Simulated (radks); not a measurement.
# Nuclear size and the levels of Ge

The task here is to estimate one member of a computed series from the others.

Program: radks (a radial shooting solver on a logarithmic mesh, Libxc functionals) version 1. Level of theory: Dirac Kohn-Sham, BLYP, spin-unpolarised, spherical densities, finite nucleus; open shells fill j = l - 1/2 first. These are calculated values, not measurements, unless marked.

### What is computed

| Quantity | Value |
| --- | --- |
| element | germanium (Z = 32) |
| charge | 0 |
| electrons | 32 |
| configuration | [Ar] 3d10 4s2 4p2 |
| nuclear rms radius | 4.0742 fm |

The first run:

Settings of this run:

```text
Z 32
configuration [Ar] 3d10 4s2 4p2 5s0 4d0
relativity Dirac
functional b88,lyp
spin unpolarised
j_filling energy
nucleus finite rms 4.0742 fm
c 137.035999084
```

Steps of the session up to this table: rms radius 4.0742 fm.

One of the session's tables, all rows but one given; the rest of the session is left out.

Sizes of the orbitals, from the radial functions (bohr):

| level | <r> | outermost maximum (interpolated) | 90 % within | nodes |
| --- | --- | --- | --- | --- |
| 3s1/2 | 0.6242 | 0.542 | 0.934 | 2 |
| 3p1/2 | ? | ? | ? | ? |
| 3p3/2 | 0.6506 | 0.546 | 1.00 | 1 |
| 3d3/2 | 0.7342 | 0.501 | 1.25 | 0 |
| 3d5/2 | 0.7396 | 0.504 | 1.26 | 0 |
| 4s1/2 | 2.112 | 1.73 | 3.20 | 3 |
| 4p1/2 | 2.885 | 2.18 | 4.59 | 2 |
| 4p3/2 | 2.949 | 2.22 | 4.69 | 2 |

Estimate the missing values for 3p1/2.

**Answer.** <r>: 0.6399; outermost maximum (interpolated): 0.537; 90 % within: 0.985; nodes: 1. In the column «<r>» it lies between 3s1/2 (0.6242) and 3p3/2 (0.6506).
